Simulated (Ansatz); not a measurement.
**GeH₂OS: functionals against CCSD(T) at one geometry**

The task here is to estimate one member of a computed series from the others.

The runs use Ansatz 0.2.0, Gaussian basis; single points in def2-TZVPP.

Correlated methods freeze the cores. Filled d shells of the heavier atoms are correlated.

### The system as given

SMILES `[OH][Ge][SH]`, 5 atoms, charge 0, spin multiplicity 1.

Atoms are counted from 1 here; the program's logs count them from 0.

Bond lengths: O1–Ge2 1.760 Å, O1–H4 0.939 Å, Ge2–S3 2.332 Å, S3–H5 1.299 Å. Angles: Ge2–O1–H4 129.4°, O1–Ge2–S3 97.6°, Ge2–S3–H5 92.4°.

Geometry (Å):

```mol
GeH2OS
  3D, bonds by distance, orders not assigned

  5  4  0  0  0  0  0  0  0  0999 V2000
   -1.2999   -0.9929    0.3829 O   0  0
   -0.8844    0.6843    0.0503 Ge  0  0
    1.3907    0.3647   -0.3493 S   0  0
   -0.7377   -1.7392    0.4720 H   0  0
    1.5855    1.6305   -0.5639 H   0  0
  1  2  8  0
  1  4  8  0
  2  3  8  0
  3  5  8  0
M  END
```

Set-up of the first run:

Contents of run/in.yaml:

```yaml
crystal:
  periodic: [false, false, false]
  atoms:
    - {symbol: O, position_ang: [-1.299900, -0.992900, 0.382900]}
    - {symbol: Ge, position_ang: [-0.884400, 0.684300, 0.050300]}
    - {symbol: S, position_ang: [1.390700, 0.364700, -0.349300]}
    - {symbol: H, position_ang: [-0.737700, -1.739200, 0.472000]}
    - {symbol: H, position_ang: [1.585500, 1.630500, -0.563900]}
basis:
  gaussian: {orbitals: def2-TZVPP}
correlation: {method: ccsd_t}
output: {forces: true}
```

No record of the launch command was kept for these runs.

Steps of the session up to this table: CCSD(T)/def2-TZVPP; PBE0-D4/def2-TZVPP; wB97M-V/def2-TZVPP; r2SCAN-D4/def2-TZVPP; PBE-D4/def2-TZVPP; BLYP-D4/def2-TZVPP; B97M-V/def2-TZVPP.

One of the session's tables, all rows but one given; the rest of the session is left out.

| method | RMS force component (eV/Å) | angle to CCSD(T) forces (°) | dipole (D) |
| --- | --- | --- | --- |
| CCSD(T) | 0.733 | reference | 0.54 |
| PBE0-D4 | ? | ? | ? |
| wB97M-V | 0.709 | 3.6 | 0.70 |
| r2SCAN-D4 | 0.744 | 5.0 | 0.48 |
| PBE-D4 | 0.885 | 18.0 | 0.48 |
| BLYP-D4 | 0.879 | 27.0 | 0.54 |
| B97M-V | 0.664 | 3.6 | 0.55 |

Estimate the missing values for PBE0-D4.

**Answer.** RMS force component (eV/Å): 0.720; angle to CCSD(T) forces (°): 4.5; dipole (D): 0.60. In the column «RMS force component (eV/Å)» it lies between wB97M-V (0.709) and CCSD(T) (0.733).
